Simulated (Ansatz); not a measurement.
Which YAML input does this script hand to the engine? (Ansatz 0.2.0, Python API)

`vcrelax.py`:
```python
"""Variable-cell relaxation of BAs."""

import warnings

import ansatz as az
from ase.data import atomic_numbers
import numpy as np
import spglib

def edges_and_angles(cell):
    cell = np.asarray(cell)
    a, b, c = np.linalg.norm(cell, axis=1)
    cosines = cell[1] @ cell[2] / (b * c), cell[0] @ cell[2] / (a * c), cell[0] @ cell[1] / (a * b)
    return (a, b, c, *np.degrees(np.arccos(cosines)))

warnings.simplefilter("ignore", az.DeckWarning)

lattice = az.Lattice.of(
    [0.0, 2.3885, 2.3885],
    [2.3885, 0.0, 2.3885],
    [2.3885, 2.3885, 0.0],
)
sites = [
    ("B", [0.0, 0.0, 0.0]),
    ("As", [0.25, 0.25, 0.25]),
]
crystal = az.Crystal(lattice=lattice)
for symbol, position in sites:
    crystal = crystal.atom(symbol, position)

# edges free, angles fixed
job = (
    crystal.calculation()
    .basis(420)
    .functional("pbe")
    .occupations("fixed")
    .kpoints(mesh=(6, 6, 6))
    .scf(tolerance=1e-10)
    .relax(force_tolerance=0.03, max_steps=100, fix_cell=["angles"], stress_tolerance=0.1)
)
steps = []


def collect(event):
    if event["event"] == "relax_step":
        steps.append(event["data"])


outcome = job.session().plan().execute(on_event=collect)
r = outcome.report
print("step   energy (eV)     max comp. (eV/A)   P (GPa)  SCF")
for s in steps:
    print(f"{s['step']:4d} {s['lagrangian_ev']:15.5f} {s['allowed_force_max_ev_ang']:12.4f} {s['pressure_gpa']:10.3f} {s['n_scf']:5d}")

first, last = steps[0], steps[-1]
symbols = [site.symbol for site in outcome.lattice.sites]
print(f"energy gained {first['lagrangian_ev'] - last['lagrangian_ev']:.4f} eV in {len(steps) - 1} steps")
for label, vectors in (("before", first["cell_ang"]), ("after", outcome.lattice.cell_ang)):
    print(label, "a b c (A) {:.4f} {:.4f} {:.4f}  angles {:.2f} {:.2f} {:.2f}".format(*edges_and_angles(vectors)), f" V = {abs(np.linalg.det(vectors)):.3f} A^3")
print("final stress xx yy zz (GPa, compression positive):", np.round(np.diag(r["stress_gpa"]), 3) + 0.0)

fractions = [site.position_frac for site in outcome.lattice.sites]
numbers = [atomic_numbers[s] for s in symbols]
for tolerance in (1e-3, 1e-2, 1e-1):
    print(f"space group at {tolerance} A:", spglib.get_spacegroup((outcome.lattice.cell_ang, fractions, numbers), symprec=tolerance))

print("atom   start x y z (A)              end x y z (A)")
for symbol, a, b in zip(symbols, first["positions_ang"], last["positions_ang"]):
    print(f"{symbol:3s}", " ".join(f"{v:8.4f}" for v in a), "  ", " ".join(f"{v:8.4f}" for v in b))

n_atoms = len(r["lattice"]["sites"])
print("F =", round(r["free_energy_ev"], 4), "eV for", n_atoms, "atoms")
print("E(sigma -> 0) =", round(r["energy_sigma0_ev"], 4), "eV, TS =", round(r["entropy_ts_ev"], 5), "eV")
print("closed by", r["closed_by"], "after", r["n_iterations"], "iterations")
```

```console
$ python vcrelax.py
step   energy (eV)     max comp. (eV/A)   P (GPa)  SCF
   1     -5012.08159       0.0000      2.808     7
   2     -5012.08579       0.0000      0.756     7
   3     -5012.08606       0.0000      0.023     6
   4     -5012.08640       0.0000      0.037     4
energy gained 0.0048 eV in 3 steps
before a b c (A) 3.3778 3.3778 3.3778  angles 60.00 60.00 60.00  V = 27.252 A^3
after a b c (A) 3.4006 3.4006 3.4006  angles 60.00 60.00 60.00  V = 27.807 A^3
final stress xx yy zz (GPa, compression positive): [0.037 0.037 0.037]
space group at 0.001 A: F-43m (216)
space group at 0.01 A: F-43m (216)
space group at 0.1 A: F-43m (216)
atom   start x y z (A)              end x y z (A)
B     0.0000   0.0000   0.0000     -0.0000  -0.0000  -0.0000
As    1.1943   1.1943   1.1943      1.2023   1.2023   1.2023
F = -5012.0864 eV for 2 atoms
E(sigma -> 0) = -5012.0864 eV, TS = 0.0 eV
closed by deck_thresholds after 4 iterations
```

`input.yaml`:
```yaml
crystal:
  lattice:
    - [0.0, 2.3885, 2.3885]
    - [2.3885, 0.0, 2.3885]
    - [2.3885, 2.3885, 0.0]
  atoms:
    - { symbol: B, position: [0.0, 0.0, 0.0] }
    - { symbol: As, position: [0.25, 0.25, 0.25] }
basis:
  ecutwfc: 420.0
kpoints:
  mp_grid:
    grid: [6, 6, 6]
hamiltonian:
  xc: pbe
scf:
  convergence:
    dr2_threshold: 1.0e-10
  occupations:
    method: fixed
relax:
  f_tol: 0.03
  max_steps: 100
  cell:
    stress_tol: 0.1
    fix: [angles]
```

Reading the output:
- Total energies depend on the potentials; only differences at equal settings carry meaning. A total without «per atom» is that of the whole cell that was run.
- Forces vanish by symmetry, so the ions can't move, and the end may be a saddle.
- The Fermi level of a run with fixed occupations marks the highest occupied state on its mesh, not mid-gap.
- Energies along a relaxation are free energies. Rows at an unchanged volume are solved on a plane-wave basis chosen afresh for that cell, so the energy can jump there; the script counts such rows among its steps.
- Edges and angles are those of the cell as typed, here a primitive one, not of the conventional cell.
- The structure is a deposited one; some such entries were measured under pressure or heat, so a shift against it needn't be the functional's error alone.
- The script silences the warnings on its input, which a real study should read.
- Run time: 4.9 s on 1 thread of Arm Neoverse V1, on a shared host, peak memory 0.36 GiB.
